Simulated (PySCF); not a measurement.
# One shape, several levels: SbH2Cl (SMILES [Cl][SbH2])

We compute a comparison of 6 runs (B2PLYP/STO-6G, B3LYP/STO-6G, M06-2X/STO-6G, wB97X-V/STO-6G, UMP2/STO-6G, NEVPT2(2,2)/STO-6G) of SbH2Cl. Input form: a Python script.

The results are computed with PySCF 2.14.0.

3 further runs of the same task are left out: 3 set aside as unsound or not needed.

## Step 1: The structure to begin with

SbH2Cl: 4 atoms, total charge 0, spin state singlet. As SMILES, `[Cl][SbH2]`. The Sb2–H3 distance was set to 3.082 Å, away from the relaxed value. At this shape a bond of the SMILES string is far longer than usual.

Bond lengths: Cl1–Sb2 2.356 Å, Sb2–H4 1.713 Å. Angles: Cl1–Sb2–H4 94.4°.

## Step 2: The energy at B2PLYP/STO-6G (run 1)

File run.py:

```python
from pyscf import gto, dft, mp

system = gto.Mole()
system.atom = [
    ('Cl', (-1.686583, 1.015401, -1.788670)),
    ('Sb', (0.600017, 0.451401, -1.734770)),
    ('H', (0.379700, -1.183700, 0.868900)),
    ('H', (1.056217, 1.836701, -0.837270)),
]
system.verbose = 3
system.max_memory = 1860
system.basis = 'sto-6g'
system.build()

mf = dft.RKS(system, xc='0.53*HF + 0.47*B88, 0.73*LYP')
mf.grids.level = 5
mf.conv_tol = 1e-10
mf.kernel()
if not mf.converged:
    mf = mf.newton().run(mf.mo_coeff, mf.mo_occ)

pt = mp.MP2(mf, frozen=23).run()
e_tot = mf.e_tot + 0.27 * pt.e_corr
print('PT2 part  %.8f' % (0.27 * pt.e_corr))
print('E(%s) = %.9f' % ('B2PLYP', e_tot))
```

Run with:

```bash
$ OMP_NUM_THREADS=1 python run.py
```

Standard output:

```text
converged SCF energy = -6744.81050510011
E(RMP2) = -6744.95871422271  E_corr = -0.148209122592621
E(SCS-RMP2) = -6744.9855816614  E_corr = -0.175076561287283
PT2 part  -0.04001646
E(B2PLYP) = -6744.850521563
```

Run time: 7.2 s. Hardware: 1 thread of Arm Neoverse V2, shared host; peak memory 0.28 GiB.

## Step 3: A single-point energy at B3LYP/STO-6G (run 2)

File input.xyz:

```xyz
4
ClH2Sb
Cl    -1.686583     1.015401    -1.788670
Sb     0.600017     0.451401    -1.734770
H      0.379700    -1.183700     0.868900
H      1.056217     1.836701    -0.837270
```

File run.py:

```python
from pyscf import gto, dft

mol = gto.M(
    atom='input.xyz',
    max_memory=1860,
    verbose=3,
    basis='sto-6g',
    spin=0,
)

myscf = dft.RKS(mol, xc='b3lyp')
myscf.conv_tol = 1e-10
myscf.grids.level = 5
myscf.kernel()
if not myscf.converged:
    myscf = myscf.newton().run(myscf.mo_coeff, myscf.mo_occ)

e_tot = myscf.e_tot
print(f'total energy: {e_tot:.8f} hartree')
```

Run with:

```bash
$ OMP_NUM_THREADS=1 python run.py
```

Standard output:

```text
converged SCF energy = -6745.5594010224
total energy: -6745.55940102 hartree
```

Run time: 10 s. Hardware: 1 thread of Arm Neoverse V2, shared host; peak memory 0.28 GiB.

Run 3 isn't shown in full; the table further down has it.

## Step 4: A single-point energy at wB97X-V/STO-6G (run 4)

File job.py:

```python
from pyscf import gto, dft

molecule = gto.M(
    atom='''
Cl      -1.686583       1.015401      -1.788670
Sb       0.600017       0.451401      -1.734770
H        0.379700      -1.183700       0.868900
H        1.056217       1.836701      -0.837270
''',
    verbose=4,
    basis='sto-6g',
    max_memory=1860,
    charge=0,
)

calc0 = dft.RKS(molecule, xc='wb97x-v')
calc0.conv_tol = 1e-10
calc0.grids.level = 5
calc0.nlcgrids.level = 1
calc0.kernel()
if not calc0.converged:
    calc0 = calc0.newton().run(calc0.mo_coeff, calc0.mo_occ)

etot = calc0.e_tot
print(f'total energy: {etot:.8f} hartree')
```

Run with:

```bash
$ OMP_NUM_THREADS=1 python job.py
```

Standard output:

```text
PySCF version 2.14.0

[... 85 lines left out ...]
converged SCF energy = -6745.18801161977
total energy: -6745.18801162 hartree
```

Wall time 39 s (1 thread of Arm Neoverse V2, shared host); peak memory 0.28 GiB.

Run 5 isn't shown in full; the table further down has it.

## Step 5: A single-point energy at NEVPT2(2,2)/STO-6G (run 6)

File job.py:

```python
import numpy
from pyscf import gto, scf, mp, mcscf, mrpt

molecule = gto.M(
    atom='''
Cl  -1.686583   1.015401  -1.788670
Sb   0.600017   0.451401  -1.734770
H    0.379700  -1.183700   0.868900
H    1.056217   1.836701  -0.837270
''',
    basis='sto-6g',
    verbose=3,
    max_memory=1860,
    charge=0,
)

myscf = molecule.RHF()
myscf.conv_tol = 1e-10
myscf.kernel()
if not myscf.converged:
    myscf = myscf.newton().run(myscf.mo_coeff, myscf.mo_occ)

pt = mp.MP2(scf.addons.convert_to_uhf(myscf)).run()
noons, natorbs = mcscf.addons.make_natural_orbitals(pt)
print('natural occupations', numpy.round(noons[:40], 4))
cas = mcscf.CASSCF(myscf, 2, 2)
cas.fix_spin_(ss=0.0)
cas.natorb = True
cas.kernel(natorbs)
e_pt2 = mrpt.NEVPT(cas).kernel()
e_final = cas.e_tot + e_pt2
print(f'total energy: {e_final:.8f} hartree')
```

Run with:

```bash
$ OMP_NUM_THREADS=1 python job.py
```

Standard output:

```text
converged SCF energy = -6742.62779009406
E(UMP2) = -6742.72454788024  E_corr = -0.0967577861765331
E(SCS-UMP2) = -6742.7422472597  E_corr = -0.114457165637475
natural occupations [2.     2.     2.     2.     2.     2.     2.     2.     2.     2.
 2.     2.     2.     2.     2.     2.     2.     2.     2.     2.
 2.     2.     2.     2.     2.     2.     2.     2.     1.9996 1.9993
 1.9975 1.9923 1.9853 1.9846 1.7499 0.2557 0.0197 0.0164]
CASSCF energy = -6742.75603040214
CASCI E = -6742.75603040214  E(CI) = -0.949732385435709  S^2 = 0.0000000
Sr    (-1)',   E = 0.00000000000737
Si    (+1)',   E = -0.00000000002515
Sijrs (0)  ,   E = -0.02273726367814
Sijr  (+1) ,   E = -0.00183565360381
Srsi  (-1) ,   E = -0.00003633078157
Srs   (-2) ,   E = -0.00000725340703
Sij   (+2) ,   E = -0.00007576364480
Sir   (0)' ,   E = -0.00218628311548
Nevpt2 Energy = -0.026878548248615
total energy: -6742.78290895 hartree
```

Wall time 2.4 s (1 thread of Arm Neoverse V2, shared host); peak memory 0.13 GiB.

## Step 6: The series

| run | level | frozen core orbitals | nlc grid | energy (Eh) | dipole moment (D) of the reference | HOMO energy (eV) | LUMO energy (eV) | wall time |
| --- | --- | --- | --- | --- | --- | --- | --- | --- |
| 1 | B2PLYP/STO-6G | 23 | – | -6744.850522 | 2.39 | -4.96 | -0.48 | 7.2 s |
| 2 | B3LYP/STO-6G | – | – | -6745.559401 | 2.15 | -4.31 | -1.67 | 10 s |
| 3 | M06-2X/STO-6G | – | – | -6745.739138 | 2.35 | -5.20 | -0.81 | 10 s |
| 4 | wB97X-V/STO-6G | – | 1 | -6745.188012 | 2.38 | -6.31 | 0.23 | 39 s |
| 5 | UMP2/STO-6G | 23 | – | -6742.775842 | 2.80 | -7.18 | 3.19 | 2.5 s |
| 6 | NEVPT2(2,2)/STO-6G | – | – | -6742.782909 | 2.67 | -5.83 | 1.36 | 2.4 s |

## Step 7: Summary of results

```
                                    quantity           value
                         run 6: total energy  -6742.78291 Eh
 run 6: dipole moment (Hartree–Fock density)          2.67 D
  run 6: HOMO energy (Hartree–Fock orbitals)        -5.83 eV
  run 6: LUMO energy (Hartree–Fock orbitals)         1.36 eV
run 6: HOMO–LUMO gap (Hartree–Fock orbitals)         7.19 eV
```

**Reading.** Over runs 1, 2, 3, 4 the dipole moment (its size) runs from 2.15 D (B3LYP/STO-6G) to 2.39 D (B2PLYP/STO-6G). A double hybrid's value is that of its SCF part. Over runs 1, 2, 3, 4 the HOMO–LUMO gap runs from 2.64 eV (B3LYP/STO-6G) to 6.55 eV (wB97X-V/STO-6G). Totals of different functionals can't be ranked against each other. In runs 1, 2, 3, 4, 5, 6 the basis is minimal, so the values are rough. In runs 1, 2, 3, 4 a closed-shell determinant meets a far-stretched bond, which it describes badly. In runs 1, 2, 3, 4, 5, 6 relativity is left out where basis or elements ask for it. Spin contamination of the reference: run 5 ⟨S²⟩ = 0.97. Where it is this large, the reference is a mixture of spin states, and values that rest on it are in doubt. All runs together took 72 s, the longest 39 s.
